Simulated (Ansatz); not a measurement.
# BP with a defect (Ge on a B site): a single-point run

The task is a single point on BP with a defect (Ge on a B site) that gives the gradients at the nuclei.

Computed with Ansatz 0.2.0 (DFT, PBE, plane-wave PAW, default files, scalar-relativistic, unless a step's input says otherwise).

## 1. The starting structure

The structure is cubic, space group F-43m (No. 216). Conventional cell: a = 13.614 Å, b = 13.614 Å, c = 13.614 Å, α = 90.00°, β = 90.00°, γ = 90.00°. Around Ge (site symmetry -43m) lie 4 P at 1.97 Å. B (site symmetry m) has 4 P at 1.97 Å as nearest neighbours. B (site symmetry 3m) has 4 P at 1.97 Å as nearest neighbours. B (site symmetry 2mm) has 4 P at 1.97 Å as nearest neighbours. Around P (site symmetry 3m) lie 1 Ge at 1.97 Å and 3 B at 1.97 Å. P (site symmetry 2mm) has 4 B at 1.97 Å as nearest neighbours. Around P (site symmetry m) lie 4 B at 1.97 Å. Only part of the 10 independent sites is listed.

The input asks for a charge of +1 e on the cell.

Structure file:

```
Ge B P
1.0
     0.00000    6.80700    6.80700
     6.80700    0.00000    6.80700
     6.80700    6.80700    0.00000
Ge B P
1 26 27
Direct
  0.00000 0.00000 0.00000
  0.00000 0.00000 0.33333
  0.00000 0.00000 0.66667
  0.00000 0.33333 0.00000
  0.00000 0.33333 0.33333
  0.00000 0.33333 0.66667
  0.00000 0.66667 0.00000
  0.00000 0.66667 0.33333
  0.00000 0.66667 0.66667
  0.33333 0.00000 0.00000
  0.33333 0.00000 0.33333
  0.33333 0.00000 0.66667
  0.33333 0.33333 0.00000
  0.33333 0.33333 0.33333
  0.33333 0.33333 0.66667
  0.33333 0.66667 0.00000
  0.33333 0.66667 0.33333
  0.33333 0.66667 0.66667
  0.66667 0.00000 0.00000
  0.66667 0.00000 0.33333
  0.66667 0.00000 0.66667
  0.66667 0.33333 0.00000
  0.66667 0.33333 0.33333
  0.66667 0.33333 0.66667
  0.66667 0.66667 0.00000
  0.66667 0.66667 0.33333
  0.66667 0.66667 0.66667
  0.08333 0.08333 0.08333
  0.08333 0.08333 0.41667
  0.08333 0.08333 0.75000
  0.08333 0.41667 0.08333
  0.08333 0.41667 0.41667
  0.08333 0.41667 0.75000
  0.08333 0.75000 0.08333
  0.08333 0.75000 0.41667
  0.08333 0.75000 0.75000
  0.41667 0.08333 0.08333
  0.41667 0.08333 0.41667
  0.41667 0.08333 0.75000
  0.41667 0.41667 0.08333
  0.41667 0.41667 0.41667
  0.41667 0.41667 0.75000
  0.41667 0.75000 0.08333
  0.41667 0.75000 0.41667
  0.41667 0.75000 0.75000
  0.75000 0.08333 0.08333
  0.75000 0.08333 0.41667
  0.75000 0.08333 0.75000
  0.75000 0.41667 0.08333
  0.75000 0.41667 0.41667
  0.75000 0.41667 0.75000
  0.75000 0.75000 0.08333
  0.75000 0.75000 0.41667
  0.75000 0.75000 0.75000
```

## 2. Input and run

Input file input.yaml:

```yaml
crystal:
  lattice:
    - [0.0, 6.807, 6.807]
    - [6.807, 0.0, 6.807]
    - [6.807, 6.807, 0.0]
  atoms:
    - { symbol: Ge, position: [0.0, 0.0, 0.0] }
    - { symbol: B, position: [0.0, 0.0, 0.3333333333] }
    - { symbol: B, position: [0.0, 0.0, 0.6666666667] }
    - { symbol: B, position: [0.0, 0.3333333333, 0.0] }
    - { symbol: B, position: [0.0, 0.3333333333, 0.3333333333] }
    - { symbol: B, position: [0.0, 0.3333333333, 0.6666666667] }
    - { symbol: B, position: [0.0, 0.6666666667, 0.0] }
    - { symbol: B, position: [0.0, 0.6666666667, 0.3333333333] }
    - { symbol: B, position: [0.0, 0.6666666667, 0.6666666667] }
    - { symbol: B, position: [0.3333333333, 0.0, 0.0] }
    - { symbol: B, position: [0.3333333333, 0.0, 0.3333333333] }
    - { symbol: B, position: [0.3333333333, 0.0, 0.6666666667] }
    - { symbol: B, position: [0.3333333333, 0.3333333333, 0.0] }
    - { symbol: B, position: [0.3333333333, 0.3333333333, 0.3333333333] }
    - { symbol: B, position: [0.3333333333, 0.3333333333, 0.6666666667] }
    - { symbol: B, position: [0.3333333333, 0.6666666667, 0.0] }
    - { symbol: B, position: [0.3333333333, 0.6666666667, 0.3333333333] }
    - { symbol: B, position: [0.3333333333, 0.6666666667, 0.6666666667] }
    - { symbol: B, position: [0.6666666667, 0.0, 0.0] }
    - { symbol: B, position: [0.6666666667, 0.0, 0.3333333333] }
    - { symbol: B, position: [0.6666666667, 0.0, 0.6666666667] }
    - { symbol: B, position: [0.6666666667, 0.3333333333, 0.0] }
    - { symbol: B, position: [0.6666666667, 0.3333333333, 0.3333333333] }
    - { symbol: B, position: [0.6666666667, 0.3333333333, 0.6666666667] }
    - { symbol: B, position: [0.6666666667, 0.6666666667, 0.0] }
    - { symbol: B, position: [0.6666666667, 0.6666666667, 0.3333333333] }
    - { symbol: B, position: [0.6666666667, 0.6666666667, 0.6666666667] }
    - { symbol: P, position: [0.0833333333, 0.0833333333, 0.0833333333] }
    - { symbol: P, position: [0.0833333333, 0.0833333333, 0.4166666667] }
    - { symbol: P, position: [0.0833333333, 0.0833333333, 0.75] }
    - { symbol: P, position: [0.0833333333, 0.4166666667, 0.0833333333] }
    - { symbol: P, position: [0.0833333333, 0.4166666667, 0.4166666667] }
    - { symbol: P, position: [0.0833333333, 0.4166666667, 0.75] }
    - { symbol: P, position: [0.0833333333, 0.75, 0.0833333333] }
    - { symbol: P, position: [0.0833333333, 0.75, 0.4166666667] }
    - { symbol: P, position: [0.0833333333, 0.75, 0.75] }
    - { symbol: P, position: [0.4166666667, 0.0833333333, 0.0833333333] }
    - { symbol: P, position: [0.4166666667, 0.0833333333, 0.4166666667] }
    - { symbol: P, position: [0.4166666667, 0.0833333333, 0.75] }
    - { symbol: P, position: [0.4166666667, 0.4166666667, 0.0833333333] }
    - { symbol: P, position: [0.4166666667, 0.4166666667, 0.4166666667] }
    - { symbol: P, position: [0.4166666667, 0.4166666667, 0.75] }
    - { symbol: P, position: [0.4166666667, 0.75, 0.0833333333] }
    - { symbol: P, position: [0.4166666667, 0.75, 0.4166666667] }
    - { symbol: P, position: [0.4166666667, 0.75, 0.75] }
    - { symbol: P, position: [0.75, 0.0833333333, 0.0833333333] }
    - { symbol: P, position: [0.75, 0.0833333333, 0.4166666667] }
    - { symbol: P, position: [0.75, 0.0833333333, 0.75] }
    - { symbol: P, position: [0.75, 0.4166666667, 0.0833333333] }
    - { symbol: P, position: [0.75, 0.4166666667, 0.4166666667] }
    - { symbol: P, position: [0.75, 0.4166666667, 0.75] }
    - { symbol: P, position: [0.75, 0.75, 0.0833333333] }
    - { symbol: P, position: [0.75, 0.75, 0.4166666667] }
    - { symbol: P, position: [0.75, 0.75, 0.75] }
total_charge: 1
kpoints:
  mp_grid: { grid: [3, 3, 3] }
scf:
  occupations: { method: fermi_dirac, width: 0.01 }
  max_iter: 60
hamiltonian:
  xc: pbe
  pseudopotentials: { kind: paw }
output:
  forces: true
  stress: true
  populations: true
  efg:
    quadrupole_moments_barn: { Ge: -0.196, B: 0.04059 }
    contact_densities: true
basis:
  ecutrho_ratio: 1
```

Run with:

```bash
ansatz run input.yaml --threads 1 --pin off --max-ram 3072MiB --backend cpu --events-out ev --progress --plain --runs-dir out
```

What happens when this is run?

This run ends as converged, with warnings (cutoff below recommended). It gives a largest force of 8.5 eV/Å, which is large; a structure far from rest gives such values too, whatever the setting.

Look at the input: basis.ecutrho_ratio is 1. The density grid can't hold the products of the orbitals.

To check: delete basis.ecutrho_ratio (the default then holds).
